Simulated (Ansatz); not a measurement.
# CH6N2O2W: basis-set convergence

One table from this session's results is given with a row withheld; the runs are named, their logs left out.

Computed with Ansatz 0.2.0, Gaussian basis. Level: one geometry, several basis sets.

Levels to be run: PBE0-D4/def2-SVP; ωB97M-V/def2-SVP; PBE0-D4/def2-QZVPP; ωB97M-V/def2-QZVPP; the functionals' def2-TZVPP values are taken from earlier runs.

### The geometry

An earlier PBE0-D4 in a triple-zeta def2 set relaxation fixed the geometry. W takes the def2 core potential; no spin-orbit term is included.

SMILES `C[O][W](=[NH])(=[NH])[OH]`, 12 atoms, charge 0, spin multiplicity 1.

Atoms are counted from 1 here; the program's logs count them from 0.

Bond lengths: C1–O2 1.403 Å, C1–H7 1.094 Å, C1–H8 1.094 Å, C1–H9 1.093 Å, O2–W3 1.879 Å, W3–N4 1.752 Å, W3–N5 1.752 Å, W3–O6 1.907 Å, N4–H10 1.006 Å, N5–H11 1.007 Å, O6–H12 0.959 Å. Angles: O2–C1–H7 109.6°, O2–C1–H8 111.3°, O2–C1–H9 109.0°, H7–C1–H8 109.1°, H7–C1–H9 108.6°, H8–C1–H9 109.1°, C1–O2–W3 135.6°, O2–W3–N4 108.7°, O2–W3–N5 107.9°, O2–W3–O6 111.3°, N4–W3–N5 112.4°, N4–W3–O6 108.9°, N5–W3–O6 107.7°, W3–N4–H10 158.5°, W3–N5–H11 155.5°, W3–O6–H12 119.7°.

The first run:

Contents of in.yaml:

```yaml
crystal:
  periodic: [false, false, false]
  atoms:
    - {symbol: C, position_ang: [-0.140227, -1.677880, 1.408403]}
    - {symbol: O, position_ang: [0.358044, -0.425064, 1.018855]}
    - {symbol: W, position_ang: [0.058316, 0.750841, -0.416101]}
    - {symbol: N, position_ang: [1.593804, 1.105971, -1.180671]}
    - {symbol: N, position_ang: [-1.072029, -0.015732, -1.514101]}
    - {symbol: O, position_ang: [-0.726632, 2.383802, 0.177639]}
    - {symbol: H, position_ang: [0.646989, -2.431720, 1.313685]}
    - {symbol: H, position_ang: [-0.995998, -1.974577, 0.794531]}
    - {symbol: H, position_ang: [-0.451975, -1.627639, 2.455264]}
    - {symbol: H, position_ang: [2.304312, 1.119084, -1.893146]}
    - {symbol: H, position_ang: [-1.384714, -0.383899, -2.397931]}
    - {symbol: H, position_ang: [-0.189890, 3.176792, 0.233574]}
basis:
  gaussian: {orbitals: def2-SVP}
hamiltonian: {xc: pbe0, dispersion: d4}
output: {orbitals: {seedname: orbitals}}
```

Run with:

```bash
ansatz run in.yaml --threads 2 --pin off --events-out ev --progress --plain --max-ram 22528MiB --backend cpu
```

Steps of the session up to this table: PBE0-D4 in def2-SVP; ωB97M-V in def2-SVP; PBE0-D4 in def2-QZVPP; ωB97M-V in def2-QZVPP.

One table of the session follows, with a row left open; its other results are not shown here.

It belongs to the step «Density functionals: the series». 

```
functional       basis  HOMO (eV)
   PBE0-D4    def2-SVP      -7.28
   PBE0-D4  def2-TZVPP      -7.37
   PBE0-D4  def2-QZVPP          ?
   ωB97M-V    def2-SVP      -9.54
   ωB97M-V  def2-TZVPP      -9.63
   ωB97M-V  def2-QZVPP      -9.68
```

Q: Estimate the row for PBE0-D4, def2-QZVPP from the others.

As computed: HOMO (eV): -7.41. In the column «HOMO (eV)» it lies between ωB97M-V, def2-SVP (-9.54) and PBE0-D4, def2-TZVPP (-7.37).
